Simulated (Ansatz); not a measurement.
**SeBr (doublet): wave-function methods side by side, aug-cc-pVDZ**

Aim: climb from Hartree-Fock through coupled cluster and multireference methods for SeBr (doublet) at one geometry and basis, and see what each rung misses.

Method: aug-cc-pVDZ, core rule «outside noble gas», up to 28 orbitals frozen; program: Ansatz 0.2.0, Gaussian basis.

Plan: UHF; CCSD(T) on ROHF; CCSD(T) on UHF; BCCD(T) on ROHF; CISD as a restricted active space (open shells left free, so some higher excitations enter); CCSDT(Q) on ROHF; CCSDT(Q) on UHF; CASSCF and MRCISD+Q, 13 electrons in 8 orbitals; CASSCF and NEVPT2, 13 electrons in 8 orbitals.

8 further runs of the same task are left out: 2 that didn't finish, 6 set aside as unsound or not needed. Runs told in other sessions of the task aren't counted.

## (1) The system

The geometry is a PBE0/def2-TZVPD stationary point (not a proven minimum) of the parent state, kept for this charge and spin. No spin-orbit coupling is included. The filled d shell of Se, Br may be among the frozen orbitals whatever the setting's name suggests.

2 atoms, charge 0, spin multiplicity 2.

Atoms are counted from 1 here; the program's logs count them from 0.

Bond lengths: Se1–Br2 2.381 Å.

## (2) UHF

Contents of in.yaml:

```yaml
crystal:
  periodic: [false, false, false]
  atoms:
    - {symbol: Se, position_ang: [0.000000, 0.000000, 0.000000]}
    - {symbol: Br, position_ang: [0.000000, 0.000000, 2.381000]}
basis:
  gaussian: {orbitals: aug-cc-pVDZ}
magnetization: {spin_polarized: true, initial_magnetization: 1}
hamiltonian: {xc: hf}
output: {orbitals: {seedname: orbitals}}
```

Run with:

```sh
$ ansatz run in.yaml --threads 1 --pin off --events-out ev --progress --plain --max-ram 2393MiB
```

Further steps of the session: CCSD(T) on ROHF; CCSD(T) on UHF; BCCD(T) on ROHF; CISD as a restricted active space (open shells left free, so some higher excitations enter); CCSDT(Q) on ROHF; CCSDT(Q) on UHF; CASSCF and MRCISD+Q, 13 electrons in 8 orbitals; CASSCF and NEVPT2, 13 electrons in 8 orbitals.

Q: Predict the results of all the runs planned. Wanted: UCCSDT(Q) from the RHF energy; RMP2 from UCCSDT(Q); UMP2 from UCCSDT(Q); RCCSD from UCCSDT(Q); RCCSD(T) from UCCSDT(Q); UCCSD(T) from UCCSDT(Q); RCCSDT(Q) from UCCSDT(Q); NEVPT2 valence from UCCSDT(Q); MRCISD+Q valence from UCCSDT(Q).

The runs gave:

| quantity | value |
| --- | --- |
| UCCSDT(Q) from the ROHF energy | -7.0292 eV |
| RMP2 from UCCSDT(Q) | +972.7 meV |
| UMP2 from UCCSDT(Q) | +990.5 meV |
| RCCSD from UCCSDT(Q) | +276.9 meV |
| RCCSD(T) from UCCSDT(Q) | +50.3 meV |
| UCCSD(T) from UCCSDT(Q) | +49.0 meV |
| RCCSDT(Q) from UCCSDT(Q) | +4.2 meV |
| NEVPT2 valence from UCCSDT(Q) | +1408.7 meV |
| MRCISD+Q valence from UCCSDT(Q) | +73.5 meV |
| levels within 1 kcal/mol (43 meV) | RCCSDT, UCCSDT, RCCSDT(Q) |
| T1 diagnostic | 0.025 |
| effectively unpaired electrons | 1.03 |

**Reading.** RCCSD(T) lands +50.3 meV from the yardstick (0.7 % of the correlation energy). One determinant dominates. Of the multireference levels listed MRCISD+Q valence comes nearest in total energy (+73.5 meV), which doesn't show that its space is the better one. These misses are within one basis, not against nature; the frozen cores of restricted and unrestricted runs differ, which can shift their rows.

With open shells the CI space here admits some higher excitations, so it is larger than plain CISD.
